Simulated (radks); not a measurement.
**Ionising gold step by step, Au⁶⁰⁺ to Au⁷⁸⁺**

How much does each further electron of gold cost? Each ion is computed in its NIST ground configuration. Each value is a difference of total energies (Δ-SCF).

The numbers are computed with radks (a radial shooting solver on a logarithmic mesh, Libxc functionals) version 1 (scalar-relativistic Kohn-Sham, exchange-only LDA, spin-polarised, spherical densities, point nucleus; open shells are filled with parallel spins first), except any that are marked as measured or tabulated.

## Step 1: Starting point

* element: gold (Z = 79)
* charges: 60 to 78
* first configuration: [Ar] 3d1
* last configuration: 1s1

The outer shells:

Au⁶⁰⁺
```
[Ar] core
3d [↑ ][  ][  ][  ][  ]
```

Au⁷⁸⁺
```
1s [↑ ]
```

## Step 2: Au⁶⁰⁺, [Ar] 3d1

The run's settings:

```text
Z 79
configuration [Ar] 3d1
relativity scalar-relativistic
functional lda,
spin polarised
nucleus point
c 137.035999084
```

## Step 3: Au⁶¹⁺, [Ar]

The run's settings:

```text
Z 79
configuration [Ar] 4s0 3d0
relativity scalar-relativistic
functional lda,
spin polarised
nucleus point
c 137.035999084
```

## Step 4: Au⁶²⁺, [Ne] 3s2 3p5

The run's settings:

```text
Z 79
configuration [Ne] 3s2 3p5
relativity scalar-relativistic
functional lda,
spin polarised
nucleus point
c 137.035999084
```

## Step 5: Au⁶³⁺, [Ne] 3s2 3p4

The run's settings:

```text
Z 79
configuration [Ne] 3s2 3p4
relativity scalar-relativistic
functional lda,
spin polarised
nucleus point
c 137.035999084
```

## Step 6: Au⁶⁴⁺, [Ne] 3s2 3p3

The run's settings:

```text
Z 79
configuration [Ne] 3s2 3p3
relativity scalar-relativistic
functional lda,
spin polarised
nucleus point
c 137.035999084
```

## Step 7: Au⁶⁵⁺, [Ne] 3s2 3p2

The run's settings:

```text
Z 79
configuration [Ne] 3s2 3p2 4s0 3d0
relativity scalar-relativistic
functional lda,
spin polarised
nucleus point
c 137.035999084
```

## Step 8: Au⁶⁶⁺, [Ne] 3s2 3p1

The run's settings:

```text
Z 79
configuration [Ne] 3s2 3p1
relativity scalar-relativistic
functional lda,
spin polarised
nucleus point
c 137.035999084
```

## Step 9: Au⁶⁷⁺, [Ne] 3s2

The run's settings:

```text
Z 79
configuration [Ne] 3s2
relativity scalar-relativistic
functional lda,
spin polarised
nucleus point
c 137.035999084
```

## Step 10: Au⁶⁸⁺, [Ne] 3s1

The run's settings:

```text
Z 79
configuration [Ne] 3s1
relativity scalar-relativistic
functional lda,
spin polarised
nucleus point
c 137.035999084
```

## Step 11: Au⁶⁹⁺, [Ne]

The run's settings:

```text
Z 79
configuration [Ne]
relativity scalar-relativistic
functional lda,
spin polarised
nucleus point
c 137.035999084
```

## Step 12: Au⁷⁰⁺, [He] 2s2 2p5

The run's settings:

```text
Z 79
configuration [He] 2s2 2p5
relativity scalar-relativistic
functional lda,
spin polarised
nucleus point
c 137.035999084
```

## Step 13: Au⁷¹⁺, [He] 2s2 2p4

The run's settings:

```text
Z 79
configuration [He] 2s2 2p4
relativity scalar-relativistic
functional lda,
spin polarised
nucleus point
c 137.035999084
```

## Step 14: Au⁷²⁺, [He] 2s2 2p3

The run's settings:

```text
Z 79
configuration [He] 2s2 2p3
relativity scalar-relativistic
functional lda,
spin polarised
nucleus point
c 137.035999084
```

## Step 15: Au⁷³⁺, [He] 2s2 2p2

The run's settings:

```text
Z 79
configuration [He] 2s2 2p2 3s0 3p0
relativity scalar-relativistic
functional lda,
spin polarised
nucleus point
c 137.035999084
```

## Step 16: Au⁷⁴⁺, [He] 2s2 2p1

The run's settings:

```text
Z 79
configuration [He] 2s2 2p1
relativity scalar-relativistic
functional lda,
spin polarised
nucleus point
c 137.035999084
```

## Step 17: Au⁷⁵⁺, [He] 2s2

The run's settings:

```text
Z 79
configuration [He] 2s2 2p0 3s0
relativity scalar-relativistic
functional lda,
spin polarised
nucleus point
c 137.035999084
```

## Step 18: Au⁷⁶⁺, [He] 2s1

The run's settings:

```text
Z 79
configuration [He] 2s1
relativity scalar-relativistic
functional lda,
spin polarised
nucleus point
c 137.035999084
```

## Step 19: Au⁷⁷⁺, [He]

The run's settings:

```text
Z 79
configuration [He]
relativity scalar-relativistic
functional lda,
spin polarised
nucleus point
c 137.035999084
```

## Step 20: Au⁷⁸⁺, 1s1

The run's settings:

```text
Z 79
configuration 1s1
relativity scalar-relativistic
functional lda,
spin polarised
nucleus point
c 137.035999084
```

Before running it: what results should come out? Wanted: for each run, species; configuration; Δ-SCF; −ε(HOMO); NIST; error.

As calculated:

```
species  configuration  Δ-SCF (eV)  −ε(HOMO) (eV)         NIST (eV)  error (%)
  Au⁶⁰⁺       [Ar] 3d1      6245.5         6173.8     6305 (theory)       -0.9
  Au⁶¹⁺           [Ar]      6861.6         6800.0     6724 (theory)       +2.0
  Au⁶²⁺   [Ne] 3s2 3p5      6992.6         6931.3     6854 (theory)       +2.0
  Au⁶³⁺   [Ne] 3s2 3p4      7121.6         7061.4     6997 (theory)       +1.8
  Au⁶⁴⁺   [Ne] 3s2 3p3      7290.6         7226.9     7130 (theory)       +2.3
  Au⁶⁵⁺   [Ne] 3s2 3p2      7424.6         7361.2     7760 (theory)       -4.3
  Au⁶⁶⁺   [Ne] 3s2 3p1      7556.5         7494.2     7910 (theory)       -4.5
  Au⁶⁷⁺       [Ne] 3s2      8231.3         8175.5     8210 (theory)       +0.3
  Au⁶⁸⁺       [Ne] 3s1      8376.9         8320.3     8360 (theory)       +0.2
  Au⁶⁹⁺           [Ne]     18581.4        18411.5    18040 (theory)       +3.0
  Au⁷⁰⁺   [He] 2s2 2p5     18937.4        18768.7    18400 (theory)       +2.9
  Au⁷¹⁺   [He] 2s2 2p4     19286.3        19121.8    18790 (theory)       +2.6
  Au⁷²⁺   [He] 2s2 2p3     19760.9        19584.1    19150 (theory)       +3.2
  Au⁷³⁺   [He] 2s2 2p2       20127        19951.4    21470 (theory)       -6.3
  Au⁷⁴⁺   [He] 2s2 2p1       20486          20314    21920 (theory)       -6.5
  Au⁷⁵⁺       [He] 2s2       22543          22409    22500 (theory)       +0.2
  Au⁷⁶⁺       [He] 2s1       22909          22772  22868.1 (theory)       +0.2
  Au⁷⁷⁺           [He]       91806          91259  91515.8 (theory)       +0.3
  Au⁷⁸⁺            1s1       93355          92802  93254.6 (theory)       +0.1
```

What this shows: Reference values: NIST Atomic Spectra Database (exp. measured, semi-emp. semi-empirical, theory a theoretical value adopted there). The steepest step, after dividing by the final charge, comes at Au⁷⁷⁺ in [He], where the value goes from 22909 to 91806 eV. There the highest level belongs to another shell. Minus the highest eigenvalue gives 99 to 99 % of the Δ-SCF value along the ladder. Open shells are spherical and high-spin; term and fine-structure splittings are not resolved. Spin-orbit splitting is averaged out at the scalar-relativistic level. Nuclear size, the Breit interaction and QED, all absent here, shift the 1s and 2s values of heavy ions.
